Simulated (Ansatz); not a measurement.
## CsTiCl₃, space group P6_3/mmc: a relaxation of cell and ions, step by step

Program: the Python package of Ansatz (0.2.0).

At the Python prompt:
```pycon
>>> from dataclasses import dataclass
>>> import warnings
>>> import ansatz as az
>>> from ase import Atoms
>>> from ase.data import atomic_numbers
>>> from ase.io import write
>>> from ase.neighborlist import neighbor_list
>>> import numpy as np
>>> import spglib
>>> @dataclass
... class RunConfig:
...     functional: str = 'lda'
...     kspacing: float = 0.23
...     occupations: str = 'methfessel_paxton'
...     sigma: float = 0.05
...     tolerance: float = 1e-09
...
>>> opts = RunConfig()
>>> def edges_and_angles(cell):
...     cell = np.asarray(cell)
...     a, b, c = np.linalg.norm(cell, axis=1)
...     cosines = cell[1] @ cell[2] / (b * c), cell[0] @ cell[2] / (a * c), cell[0] @ cell[1] / (a * b)
...     return (a, b, c, *np.degrees(np.arccos(cosines)))
...
>>> warnings.simplefilter('ignore', az.DeckWarning)
>>> structure = (
...     az.Lattice.of((7.40116, 0.0, 0.0), (-3.70058, 6.40959, 0.0), (0.0, 0.0, 5.92383))
...     .atom('Cs', (2 / 3, 1 / 3, 0.25))
...     .atom('Cs', (1 / 3, 2 / 3, 0.75))
...     .atom('Ti', (0.0, 0.0, 0.5))
...     .atom('Ti', (0.0, 0.0, 0.0))
...     .atom('Cl', (0.83951, 0.67903, 0.75))
...     .atom('Cl', (0.16049, 0.83951, 0.25))
...     .atom('Cl', (0.67903, 0.83951, 0.25))
...     .atom('Cl', (0.32097, 0.16049, 0.75))
...     .atom('Cl', (0.16049, 0.32097, 0.25))
...     .atom('Cl', (0.83951, 0.16049, 0.75))
... )
>>> # every cell quantity that the symmetry leaves free
>>> job = (
...     structure.calculation()
...     .functional(opts.functional)
...     .kpoints(spacing=opts.kspacing)
...     .occupations(opts.occupations, width=opts.sigma)
...     .scf(tolerance=opts.tolerance)
...     .initial_density(normalization='atom')
...     .relax(max_displacement=0.1, cell=True, stress_tolerance=0.05)
...     .stress()
... )
>>> steps = []
>>> def follow(event):
...     if event['event'] != 'relax_step':
...         return
...     row = event['data']
...     steps.append(row)
...     print(f'step {row["step"]:3d}  E = {row["lagrangian_ev"]:.5f} eV  largest force component = {row["allowed_force_max_ev_ang"]:.4f} eV/A  P = {row["pressure_gpa"]:.3f} GPa')
...
>>> out = job.session().plan(threads=1).execute(on_event=follow)
step   1  E = -22191.49994 eV  largest force component = 0.4712 eV/A  P = -4.907 GPa
step   2  E = -22192.13456 eV  largest force component = 0.0164 eV/A  P = -2.368 GPa
step   3  E = -22192.37119 eV  largest force component = 0.0033 eV/A  P = -0.146 GPa
step   4  E = -22192.37179 eV  largest force component = 0.0047 eV/A  P = 0.020 GPa
step   5  E = -22192.37183 eV  largest force component = 0.0006 eV/A  P = -0.003 GPa
step   6  E = -22192.37033 eV  largest force component = 0.0004 eV/A  P = -0.004 GPa
>>> r = out.report
>>> [(site.symbol, site.position_frac.round(4).tolist()) for site in out.lattice.sites]
[(<Element.CS: 'Cs'>, [0.6667, 0.3333, 0.25]), (<Element.CS: 'Cs'>, [0.3333, 0.6667, 0.75]), (<Element.TI: 'Ti'>, [0.0, 0.0, 0.5]), (<Element.TI: 'Ti'>, [0.0, 0.0, -0.0]), (<Element.CL: 'Cl'>, [0.8353, 0.6707, 0.75]), (<Element.CL: 'Cl'>, [0.1647, 0.8353, 0.25]), (<Element.CL: 'Cl'>, [0.6707, 0.8353, 0.25]), (<Element.CL: 'Cl'>, [0.3293, 0.1647, 0.75]), (<Element.CL: 'Cl'>, [0.1647, 0.3293, 0.25]), (<Element.CL: 'Cl'>, [0.8353, 0.1647, 0.75])]
>>> first, last = steps[0], steps[-1]
>>> symbols = [site.symbol for site in out.lattice.sites]
>>> print(f'energy gained {first["lagrangian_ev"] - last["lagrangian_ev"]:.4f} eV in {len(steps) - 1} steps')
energy gained 0.8704 eV in 5 steps
>>> for label, vectors in (('before', first['cell_ang']), ('after', out.lattice.cell_ang)):
...     print(label, 'a b c (A) {:.4f} {:.4f} {:.4f}  angles {:.2f} {:.2f} {:.2f}'.format(*edges_and_angles(vectors)), f' V = {abs(np.linalg.det(vectors)):.3f} A^3')
...
before a b c (A) 7.4012 7.4012 5.9238  angles 90.00 90.00 120.00  V = 281.017 A^3
after a b c (A) 7.1949 7.1949 5.3354  angles 90.00 90.00 120.00  V = 239.194 A^3
>>> print('final stress xx yy zz (GPa, compression positive):', np.round(np.diag(r['stress_gpa']), 3) + 0.0)
final stress xx yy zz (GPa, compression positive): [-0.009 -0.009  0.006]
>>> final = Atoms(symbols, positions=last['positions_ang'], cell=out.lattice.cell_ang, pbc=True)
>>> i, j, d = neighbor_list('ijd', final, 4.5)
>>> print('neighbours within 1.15 times the shortest distance of each atom (A)')
neighbours within 1.15 times the shortest distance of each atom (A)
>>> for atom in range(len(final)):
...     near = [m for m in np.argsort(d) if i[m] == atom]
...     shell = [m for m in near if d[m] < 1.15 * d[near[0]]]
...     print(f'{symbols[atom]}{atom} ({len(shell)}):', ', '.join(f'{symbols[j[m]]} {d[m]:.3f}' for m in shell))
...
Cs0 (12): Cl 3.396, Cl 3.396, Cl 3.396, Cl 3.396, Cl 3.396, Cl 3.396, Cl 3.598, Cl 3.598, Cl 3.598, Cl 3.598, Cl 3.598, Cl 3.598
Cs1 (12): Cl 3.396, Cl 3.396, Cl 3.396, Cl 3.396, Cl 3.396, Cl 3.396, Cl 3.598, Cl 3.598, Cl 3.598, Cl 3.598, Cl 3.598, Cl 3.598
Ti2 (8): Cl 2.448, Cl 2.448, Cl 2.448, Cl 2.448, Cl 2.448, Cl 2.448, Ti 2.668, Ti 2.668
Ti3 (8): Cl 2.448, Cl 2.448, Cl 2.448, Cl 2.448, Cl 2.448, Cl 2.448, Ti 2.668, Ti 2.668
Cl4 (2): Ti 2.448, Ti 2.448
Cl5 (2): Ti 2.448, Ti 2.448
Cl6 (2): Ti 2.448, Ti 2.448
Cl7 (2): Ti 2.448, Ti 2.448
Cl8 (2): Ti 2.448, Ti 2.448
Cl9 (2): Ti 2.448, Ti 2.448
>>> fractions = [site.position_frac for site in out.lattice.sites]
>>> numbers = [atomic_numbers[s] for s in symbols]
>>> for tolerance in (1e-3, 1e-2, 1e-1):
...     print(f'space group at {tolerance} A:', spglib.get_spacegroup((out.lattice.cell_ang, fractions, numbers), symprec=tolerance))
...
space group at 0.001 A: P6_3/mmc (194)
space group at 0.01 A: P6_3/mmc (194)
space group at 0.1 A: P6_3/mmc (194)
>>> relaxed = Atoms(symbols, positions=[site.position_ang for site in out.lattice.sites], cell=out.lattice.cell_ang, pbc=True)
>>> write('relaxed.cif', relaxed, format='cif')
>>> print('%-22s %14.5f eV' % ('F = E - TS', r['free_energy_ev']))
F = E - TS               -22192.37033 eV
>>> print('%-22s %14.5f eV' % ('E', r['internal_energy_ev']))
E                        -22192.36859 eV
>>> print('%-22s %14.5f eV' % ('Harris-Foulkes', r['harris_foulkes_ev']))
Harris-Foulkes           -22192.37033 eV
>>> print('%-22s %14.5f eV' % ('Fermi level', r['fermi_energy_ev']))
Fermi level                   8.37281 eV
>>> # principal values and the von Mises stress of the deviator
>>> principal = np.linalg.eigvalsh(np.array(r['stress_gpa']))
>>> mises = np.sqrt(0.5 * sum((principal[i] - principal[i - 1]) ** 2 for i in range(3)))
>>> print('principal stresses (GPa, compression positive):', np.round(principal, 3))
principal stresses (GPa, compression positive): [-0.009 -0.009  0.006]
>>> print(f'mean {principal.mean():.3f} GPa, von Mises {mises:.3f} GPa, PV = {principal.mean() * r["setup"]["cell_volume_ang3"] / 160.21766:.4f} eV')
mean -0.004 GPa, von Mises 0.015 GPa, PV = -0.0057 eV
```

It writes `relaxed.cif`:
```cif
data_image0
_chemical_formula_structural       Cs2Ti2Cl6
_chemical_formula_sum              "Cs2 Ti2 Cl6"
_cell_length_a       7.1949313628480995
_cell_length_b       7.1949313628480995
_cell_length_c       5.335401959962489
_cell_angle_alpha    90.0
_cell_angle_beta     90.0
_cell_angle_gamma    120.00000000000001

_space_group_name_H-M_alt    "P 1"
_space_group_IT_number       1

loop_
  _space_group_symop_operation_xyz
  'x, y, z'

loop_
  _atom_site_type_symbol
  _atom_site_label
  _atom_site_symmetry_multiplicity
  _atom_site_fract_x
  _atom_site_fract_y
  _atom_site_fract_z
  _atom_site_occupancy
  Cs  Cs1       1.0  0.6666666666666666  0.33333333333333337  0.25  1.0000
  Cs  Cs2       1.0  0.33333333333333337  0.6666666666666667  0.75  1.0000
  Ti  Ti1       1.0  3.428190047076222e-19  5.920358151957949e-21  0.5  1.0000
  Ti  Ti2       1.0  3.4281900470762205e-19  5.9203581519581326e-21  0.0  1.0000
  Cl  Cl1       1.0  0.8353290218076429  0.6706580436152856  0.75  1.0000
  Cl  Cl2       1.0  0.16467097819235715  0.8353290218076427  0.25  1.0000
  Cl  Cl3       1.0  0.6706580436152854  0.8353290218076427  0.25  1.0000
  Cl  Cl4       1.0  0.32934195638471453  0.16467097819235726  0.75  1.0000
  Cl  Cl5       1.0  0.16467097819235726  0.3293419563847146  0.25  1.0000
  Cl  Cl6       1.0  0.8353290218076427  0.16467097819235726  0.75  1.0000
```

The settings weren't tested for convergence. No spin polarisation was allowed. An absolute Fermi energy rests on an arbitrary zero of the periodic potential and has no direct meaning. Energies along a relaxation are free energies. Rows at an unchanged volume are solved on a plane-wave basis chosen afresh for that cell, so the energy can jump there; the script counts such rows among its steps. This cell is a computed structure, which may not be the phase found in nature. Wall time of the script: 64 s on 1 thread of Arm Neoverse V2, on a shared host, peak memory 0.68 GiB.
